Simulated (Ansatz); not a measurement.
# CH₇BClNSi: one species, many methods

An exercise on one series of results from a longer session: the logs are not shown, and one member is left open.

Program: Ansatz 0.2.0, Gaussian basis. Level of theory: functionals in def2-TZVPP, the program's frozen cores in correlated methods. These are calculated values, not measurements.

Plan: PBE-D4, r2SCAN-D4, PBE0-D4, B3LYP-D4, ωB97X-V, ωB97M-V, B2PLYP; CCSD(T)/def2-TZVPP; MP2/def2-QZVPP; extrapolation to the limit.

**Structure used throughout**

The geometry comes from an earlier relaxation with PBE0-D4 in a triple-zeta def2 set; it is a stationary point, not always the lowest conformer.

12 atoms, charge 0, spin multiplicity 1.

Atoms are counted from 1 here; the program's logs count them from 0.

Bond lengths: N1–C2 1.489 Å, N1–B3 1.591 Å, N1–H6 1.013 Å, N1–H7 1.008 Å, C2–B3 1.570 Å, C2–H8 1.084 Å, C2–H9 1.085 Å, B3–Si4 1.995 Å, B3–H10 1.198 Å, Si4–Cl5 2.110 Å, Si4–H11 1.488 Å, Si4–H12 1.489 Å. Angles: C2–N1–B3 61.2°, C2–N1–H6 115.3°, C2–N1–H7 117.1°, B3–N1–H6 119.0°, B3–N1–H7 120.8°, H6–N1–H7 113.4°, N1–C2–B3 62.6°, N1–C2–H8 112.4°, N1–C2–H9 111.8°, B3–C2–H8 121.1°, B3–C2–H9 122.6°, H8–C2–H9 113.4°, N1–B3–C2 56.2°, N1–B3–Si4 111.8°, N1–B3–H10 113.5°, C2–B3–Si4 117.7°, C2–B3–H10 118.7°, Si4–B3–H10 120.6° and more.

Coordinates:

| atom | x (Å) | y (Å) | z (Å) |
| --- | --- | --- | --- |
| N1 | 0.06320 | 1.14981 | 0.66003 |
| C2 | -1.23385 | 0.42408 | 0.57547 |
| B3 | 0.07120 | -0.44137 | 0.68393 |
| Si4 | 0.82277 | -1.20306 | -1.00001 |
| Cl5 | 0.62169 | 0.31531 | -2.45110 |
| H6 | 0.34621 | 1.62956 | -0.18575 |
| H7 | 0.23904 | 1.67942 | 1.49966 |
| H8 | -1.86283 | 0.59947 | 1.44106 |
| H9 | -1.73769 | 0.60741 | -0.36750 |
| H10 | 0.36999 | -0.90253 | 1.74902 |
| H11 | 0.10286 | -2.37890 | -1.56016 |
| H12 | 2.27450 | -1.53420 | -1.01055 |

The first run:

in.yaml

```yaml
crystal:
  periodic: [false, false, false]
  atoms:
    - {symbol: N, position_ang: [0.063196, 1.149806, 0.660028]}
    - {symbol: C, position_ang: [-1.233852, 0.424081, 0.575472]}
    - {symbol: B, position_ang: [0.071203, -0.441372, 0.683926]}
    - {symbol: Si, position_ang: [0.822774, -1.203060, -1.000011]}
    - {symbol: Cl, position_ang: [0.621695, 0.315305, -2.451095]}
    - {symbol: H, position_ang: [0.346215, 1.629558, -0.185749]}
    - {symbol: H, position_ang: [0.239039, 1.679417, 1.499664]}
    - {symbol: H, position_ang: [-1.862829, 0.599474, 1.441057]}
    - {symbol: H, position_ang: [-1.737692, 0.607411, -0.367501]}
    - {symbol: H, position_ang: [0.369992, -0.902525, 1.749021]}
    - {symbol: H, position_ang: [0.102862, -2.378902, -1.560161]}
    - {symbol: H, position_ang: [2.274496, -1.534196, -1.010550]}
basis:
  gaussian: {orbitals: def2-TZVPP}
hamiltonian: {xc: pbe, dispersion: d4}
output: {forces: true, orbitals: {seedname: orbitals}}
```

Started as:

```console
ansatz run in.yaml --threads 4 --pin off --events-out ev --progress --plain --max-ram 10444MiB
```

Steps of the session up to this table: PBE-D4 (GGA); r2SCAN-D4 (meta-GGA); PBE0-D4 (hybrid); B3LYP-D4 (hybrid); ωB97X-V (range-separated); ωB97M-V (range-separated); B2PLYP (double hybrid); CCSD(T) in def2-TZVPP; MP2 in def2-QZVPP.

One table of the session follows, with a row left open; its other results are not shown here.

It belongs to the step «Atomisation energies». 

| method | atomisation energy (kJ/mol) |
| --- | --- |
| PBE-D4 | 4230.5 |
| r2SCAN-D4 | 4173.4 |
| PBE0-D4 | 4180.6 |
| B3LYP-D4 | 4163.1 |
| ωB97X-V | 4187.4 |
| ωB97M-V | 4185.7 |
| B2PLYP | 4107.9 |
| HF/def2-TZVPP | ? |
| MP2/def2-TZVPP | 4091.3 |
| CCSD/def2-TZVPP | 3982.9 |
| CCSD(T)/def2-TZVPP | 4040.5 |
| MP2/CBS | 4201.7 |
| CCSD(T)/CBS | 4150.9 |

**Question.** Estimate the row for HF/def2-TZVPP.

As computed: atomisation energy (kJ/mol): 3052.3. In the column «atomisation energy (kJ/mol)» it is the lowest.

Limits of these values: Free atoms (1 N, 1 C, 1 B, 1 Si, 1 Cl, 7 H) were run apart at each level; the atomisation energy is their sum less the molecule, without zero-point or spin-orbit terms.
